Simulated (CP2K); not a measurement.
Runs of CP2K 2026.2 on BiTe. Symmetry: Fm-3m, No. 225, cubic system. The conventional cell has a = 6.470 Å, b = 6.470 Å, c = 6.470 Å, α = 90.00°, β = 90.00°, γ = 90.00°. Bi (site symmetry m-3m) has 6 Te at 3.24 Å as nearest neighbours. Te (site symmetry m-3m) is surrounded by 6 Bi at 3.24 Å. 

```tsv
level	cutoff of the non-local correlation (Ry)	gap on the mesh (eV)	pressure (GPa)
LDA	-	none	0.3
vdW-DF2	300	none	6.3
PBEsol	-	none	0.3
TPSS	-	none	2.2
HLE16	-	none	(a)
BLYP	-	none	5.0
```

Alike in all rows: task band structure; potentials or basis POTENTIAL_UZH Bi GTH-PBE-q5, Te GTH-PBE-q6; TZVP-MOLOPT-PBE-GTH basis; no spin polarisation; cell as given; k mesh 7 × 7 × 7; smearing fermi-dirac 0.05 eV.

Problem. Fill in the values left out.

Solution. (a) -6.1.

Caveats: the potentials were made for another functional, which shifts forces and pressure; spin-orbit coupling is left out, which moves the levels of the heavy elements; the basis of atomic orbitals isn't converged, which shifts pressures, moduli and gaps; the potentials were made for a functional far from this one (some runs).

A k mesh can miss the band edges, and the runs leave out spin-orbit coupling on Bi, Te.

A gap of «none» marks a metal or a gap under the smearing width.

Runs at the PBE level aren't shown here.
